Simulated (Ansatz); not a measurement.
**BCl2(SMe) (CH₃BCl₂S): geometry, orbitals and charge**

Aim: characterise BCl2(SMe) (CH₃BCl₂S) as a singlet: its structure, frontier levels and distribution of charge.

Method: RKS PBE0-D4/def2-TZVP; program: Ansatz 0.2.0, Gaussian basis.

Plan: relaxation at PBE0-D4/def2-SVP; a search for the lowest solution at PBE0-D4/def2-SVP; a single point at PBE0-D4/def2-TZVP; harmonic vibrations at PBE0-D4/def2-SVP.

### 1 Starting geometry

8 atoms, charge 0, spin multiplicity 1.

Atoms are counted from 1 here; the program's logs count them from 0.

Bond lengths: B1–Cl2 1.735 Å, B1–Cl3 1.730 Å, B1–S4 1.792 Å, S4–C5 1.828 Å, C5–H6 1.085 Å, C5–H7 1.084 Å, C5–H8 1.084 Å. Angles: Cl2–B1–Cl3 118.9°, Cl2–B1–S4 122.0°, Cl3–B1–S4 119.1°, B1–S4–C5 103.0°, S4–C5–H6 109.5°, S4–C5–H7 106.4°, S4–C5–H8 109.3°, H6–C5–H7 110.6°, H6–C5–H8 110.5°, H7–C5–H8 110.5°.

The start is a GFN2-xTB geometry.

### 2 Relaxation at PBE0-D4/def2-SVP

Input file in.yaml:

```yaml
crystal:
  periodic: [false, false, false]
  atoms:
    - {symbol: B, position_ang: [0.320780, 1.160300, -0.930630]}
    - {symbol: Cl, position_ang: [1.872550, 0.952510, -0.183120]}
    - {symbol: Cl, position_ang: [0.121520, 2.410110, -2.109710]}
    - {symbol: S, position_ang: [-1.078790, 0.120940, -0.516990]}
    - {symbol: C, position_ang: [-0.396700, -0.999790, 0.755640]}
    - {symbol: H, position_ang: [0.450820, -1.539170, 0.346550]}
    - {symbol: H, position_ang: [-1.194200, -1.685590, 1.017460]}
    - {symbol: H, position_ang: [-0.095990, -0.419310, 1.620790]}
basis:
  gaussian: {orbitals: def2-SVP}
hamiltonian: {xc: pbe0, dispersion: d4}
scf: {omitted_lower_state_checks: [starts]}
output: {orbitals: {seedname: orbitals}}
relax: {f_tol: 0.02, max_steps: 100}
```

Started as:

```sh
$ ansatz run in.yaml --threads 4 --pin off --events-out ev --progress --plain --max-ram 3916MiB
```

Further steps of the session: Searching for the lowest solution, PBE0-D4/def2-SVP; Single point, PBE0-D4/def2-TZVP; Harmonic vibrations.

**Question.** What will the summary of the whole plan be? Wanted: point group; commonest bond, hydrogen aside; HOMO, LUMO at PBE0-D4/def2-TZVP; dipole at PBE0-D4/def2-SVP; lowest, highest wavenumber.

As calculated:

| quantity | value |
| --- | --- |
| point group | Cs |
| commonest bond, hydrogen aside | B–Cl, 2 of mean length 1.754 Å |
| HOMO, LUMO at PBE0-D4/def2-TZVP | -7.76, -1.14 eV |
| dipole at PBE0-D4/def2-SVP | 2.09 D |
| lowest, highest wavenumber | 100, 3204 cm⁻¹ |

In words: The molecule keeps its bonding pattern by the stored test; the atoms moved 0.04 Å (rms). All wavenumbers are real: a minimum at this level. The point group is read from a loosely relaxed geometry; soft torsions can leave it below the true symmetry.
